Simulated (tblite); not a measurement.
# C20H30S2: the cost of one run

Computed with tblite 0.8.0 and PySCF 2.14.0 and routines of our own; the level stands in each step. Atoms count from 0.

### Step 1. The starting structure

52 atoms, charge 0, multiplicity 1; geometry from: force field, distance geometry or constructed start.

### Step 2. Geometry optimisation with GFN2-xTB

What the job is given:

```
{"job": {"kind": "relax", "xc": "GFN2-xTB", "basis": "xTB"}, "charge": 0, "multiplicity": 1}
C      0.573700    -0.425000    -0.282000
C      0.497900    -0.424200    -1.810100
C      0.563900    -1.865100    -2.309900
C      1.826700    -2.542600    -1.832100
C      1.902100    -3.989300    -2.307500
C     -0.720200    -2.628600    -0.318700
C     -0.665500    -2.637400    -1.842800
C     -0.591700    -4.071700    -2.346700
C      0.674300    -4.757000    -1.842500
C     -0.503900     0.426000     1.804800
C     -0.570900     0.422000     0.278300
C      0.458000    -1.848100     0.246300
C     -0.463900     1.846800    -0.241300
C     -0.669400     4.754300     1.839400
C      0.592900     4.079500     2.348400
C      0.663700     2.639700     1.845800
C      0.717300     2.630000     0.317000
C     -1.904200     3.984700     2.309900
C     -1.828000     2.548800     1.828400
C     -0.555900     1.863700     2.313600
S     -2.007300     2.745900     0.038900
S      2.004100    -2.740600    -0.037600
H      1.508300     0.003800     0.035000
H      1.323400     0.124000    -2.202600
H     -0.413100     0.034200    -2.122800
H      0.556000    -1.847800    -3.381000
H      2.711800    -1.987300    -2.056200
H      1.948100    -4.004600    -3.380800
H      2.786100    -4.453800    -1.920700
H     -1.632900    -2.173900     0.008100
H     -0.682700    -3.635200     0.047900
H     -1.551800    -2.170100    -2.225300
H     -0.595900    -4.072600    -3.422400
H     -1.451100    -4.618500    -1.999700
H      0.659000    -4.784800    -0.773700
H      0.712600    -5.756100    -2.220700
H      0.412800    -0.031500     2.119600
H     -1.326700    -0.125800     2.198500
H     -1.503800    -0.003100    -0.028500
H      0.481000    -1.874500     1.317100
H     -0.485900     1.875600    -1.312100
H     -0.706200     5.752700     2.221500
H     -0.652900     4.787600     0.766800
H      1.455800     4.616700     2.001600
H      0.591200     4.074400     3.422900
H      1.548000     2.173000     2.222100
H      0.688700     3.635900    -0.049600
H      1.633700     2.176900    -0.002400
H     -2.783900     4.454600     1.918900
H     -1.946800     4.005900     3.384000
H     -2.712000     1.982300     2.058600
H     -0.555500     1.848200     3.383200
```

The run is started by

```sh
OMP_NUM_THREADS=2 python large_run.py task.json out
```

One launch serves the whole session: the jobs run in the order shown.

**Question.** How long does this first job take on 2 threads of Arm Neoverse N1, shared host, and how much memory does it need?

About 2.1 s, with a peak of 0.16 GiB.
